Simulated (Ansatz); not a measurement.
**Si2H4OF2 (SMILES O[SiH](F)[SiH2]F): wB97M-V/def2-SVP**

What is the vertical ionisation energy of Si2H4OF2 at wB97M-V/def2-SVP? 

The results are computed with Ansatz 0.2.0.

69 further runs of the same task are left out: 69 set aside as unsound or not needed.

## Step 1: The structure to begin with

Si2H4OF2: 9 atoms, total charge 0, spin state singlet. SMILES: `O[SiH](F)[SiH2]F`. Geometry: relaxed at PBE0-D4/def2-TZVP. This is one conformer, not always the lowest.

Bond lengths: O1–Si2 1.634 Å, Si2–F3 1.601 Å, Si2–Si4 2.358 Å, Si4–F5 1.612 Å, O1–H6 0.959 Å, Si2–H7 1.480 Å, Si4–H8 1.485 Å, Si4–H9 1.487 Å. Some angles: O1–Si2–F3 110.8°, O1–Si2–Si4 109.5°, F3–Si2–Si4 107.8°, Si2–Si4–F5 106.0°, O1–Si2–H7 106.2°, F3–Si2–H7 107.1°, Si4–Si2–H7 115.4°, Si2–O1–H6 118.4°, Si2–Si4–H8 114.0°, Si2–Si4–H9 111.6°.

## Step 2: The energy at wB97M-V/def2-SVP

File job.yaml:

```yaml
crystal:
  periodic: [false, false, false]
  atoms:
    - {symbol: O, position_ang: [0.844300, 1.766700, -0.485000]}
    - {symbol: Si, position_ang: [0.969400, 0.137800, -0.453100]}
    - {symbol: F, position_ang: [0.986700, -0.459700, -1.938500]}
    - {symbol: Si, position_ang: [-0.894000, -0.772400, 0.668300]}
    - {symbol: F, position_ang: [-2.133900, 0.202600, 0.333800]}
    - {symbol: H, position_ang: [-0.014200, 2.154900, -0.665100]}
    - {symbol: H, position_ang: [2.284600, -0.163900, 0.153800]}
    - {symbol: H, position_ang: [-1.253000, -2.143900, 0.226600]}
    - {symbol: H, position_ang: [-0.701500, -0.768300, 2.142300]}
basis:
  gaussian:
    orbitals: def2-SVP
hamiltonian:
  xc: {name: wB97M-V}
accuracy: high
output: {orbitals: {seedname: orbitals}}
```

The run is started by

```sh
$ ansatz run job.yaml --threads 1 --pin off --max-ram 3480MiB --events-out events.jsonl --progress --plain --runs-dir runs
```

What it wrote:

```text
Warning: RAYON_NUM_THREADS=1 ignored (pool sized by the plan → 1); use --threads N
Functional definition: wB97M-V
  name "wB97M-V"
  parameter omega = 0.3/bohr
  parameter cx = 0.15
  parameter cx01 = 1.007
  parameter cx10 = 0.259
  parameter css00 = 0.443
  parameter css04 = -1.437
  parameter css10 = -4.535
  parameter css20 = -3.390
  parameter css43 = 4.278
  parameter cos00 = 1.000
  parameter cos10 = 1.358
  parameter cos20 = 2.924
  parameter cos21 = -8.812
  parameter cos60 = -1.390
  parameter cos61 = 9.142
  parameter b = 6.0
  parameter c = 0.01
  gx(w, u) = 1 - cx + cx01*u + cx10*w
  gss(w, u) = css00 + css04*u^4 + css10*w + css20*w^2 + css43*w^4*u^3
  gos(w, u) = cos00 + cos10*w + (cos20 + cos21*u)*w^2 + (cos60 + cos61*u)*w^6
  exchange = spin_sum(e_x_unif_sr(omega)*gx(b97_w, b97_u_x)) + cx*exact_x_sr(omega) + exact_x_lr(omega)
  correlation = spin_sum(e_c_pw_mod_same_spin*gss(b97_w, b97_u_same))
      + integral(e_c_pw_mod_opposite_spin*gos(b97_w_opposite, b97_u_opposite)) + vv10(b, c)
2049 factors; integrals over basis functions are off by at most 5.5e-9 eV
392 factors; integrals over basis functions are off by at most 2.4e-9 eV
mean field evaluation 1: about -23285.6238 eV, gradient 5.5e1 eV
mean field evaluation 2: about -23284.6680 eV, gradient 6.2e1 eV
mean field evaluation 4: about -23290.7682 eV, gradient 1.3e0 eV
mean field evaluation 8: about -23290.8942 eV, gradient 7.9e-2 eV
mean field evaluation 16: about -23290.8942 eV, gradient 1.1e-4 eV
mean field -23290.89418788 eV, -855.9245742693 hartree, gradient 6.8e-8 eV, S^2 0.000000; 0 other end points of the search recorded, 0 dependent functions left out
reference -23290.89419252 eV, -855.9245744401 hartree; 29, 29 occupied and 69, 69 virtual orbitals, 2049 factors
Total energy: -23290.89419252 eV, -855.9245744401 hartree
```

It took 1.8 min on 1 thread of Arm Neoverse V1, shared host; peak memory 0.67 GiB.

## Step 3: The doublet cation

File input.yaml:

```yaml
crystal:
  periodic: [false, false, false]
  atoms:
    - {symbol: O, position_ang: [0.844300, 1.766700, -0.485000]}
    - {symbol: Si, position_ang: [0.969400, 0.137800, -0.453100]}
    - {symbol: F, position_ang: [0.986700, -0.459700, -1.938500]}
    - {symbol: Si, position_ang: [-0.894000, -0.772400, 0.668300]}
    - {symbol: F, position_ang: [-2.133900, 0.202600, 0.333800]}
    - {symbol: H, position_ang: [-0.014200, 2.154900, -0.665100]}
    - {symbol: H, position_ang: [2.284600, -0.163900, 0.153800]}
    - {symbol: H, position_ang: [-1.253000, -2.143900, 0.226600]}
    - {symbol: H, position_ang: [-0.701500, -0.768300, 2.142300]}
basis:
  gaussian:
    orbitals: def2-SVP
total_charge: 1
magnetization:
  spin_polarized: true
  initial_magnetization: 1
hamiltonian:
  xc: {name: wB97M-V}
accuracy: high
output: {orbitals: {seedname: orbitals}}
```

The run is started by

```sh
$ ansatz run input.yaml --threads 1 --pin off --max-ram 3480MiB --events-out events.jsonl --progress --plain --runs-dir runs
```

What it wrote, shortened:

```text
Warning: RAYON_NUM_THREADS=1 ignored (pool sized by the plan → 1); use --threads N
Functional definition: wB97M-V
  name "wB97M-V"
[...]
  gx(w, u) = 1 - cx + cx01*u + cx10*w
  gss(w, u) = css00 + css04*u^4 + css10*w + css20*w^2 + css43*w^4*u^3
  gos(w, u) = cos00 + cos10*w + (cos20 + cos21*u)*w^2 + (cos60 + cos61*u)*w^6
[...]
      + integral(e_c_pw_mod_opposite_spin*gos(b97_w_opposite, b97_u_opposite)) + vv10(b, c)
2049 factors; integrals over basis functions are off by at most 5.5e-9 eV
392 factors; integrals over basis functions are off by at most 2.4e-9 eV
[...]
mean field -23280.42914325 eV, -855.5399909729 hartree, gradient 5.0e-8 eV, S^2 0.754368; 0 other end points of the search recorded, 0 dependent functions left out
reference -23280.42914780 eV, -855.5399911401 hartree; 29, 28 occupied and 69, 70 virtual orbitals, 2049 factors
Total energy: -23280.42914780 eV, -855.5399911401 hartree
```

It took 3.7 min on 1 thread of Arm Neoverse V1, shared host; peak memory 1.2 GiB.

## Step 4: What came out

At wB97M-V/def2-SVP:

| quantity | value |
| --- | --- |
| singlet Si2H4OF2: total energy | -855.92457 Eh |
| singlet Si2H4OF2: HOMO energy | -10.19 eV |
| singlet Si2H4OF2: LUMO energy | 1.17 eV |
| singlet Si2H4OF2: HOMO–LUMO gap | 11.37 eV |
| doublet cation: total energy | -855.53999 Eh |
| doublet cation: HOMO energy (highest over α and β) | -17.22 eV |
| doublet cation: LUMO energy (lowest over α and β) | -10.77 eV |
| doublet cation: ⟨S²⟩ | 0.754 |
| vertical ionisation energy (to the doublet cation) | 10.465 eV |

**Reading.** Removing an electron at fixed nuclei costs 10.47 eV (1010 kJ/mol). The negative HOMO energy of the first species, 10.19 eV, lies 0.27 eV below that difference.
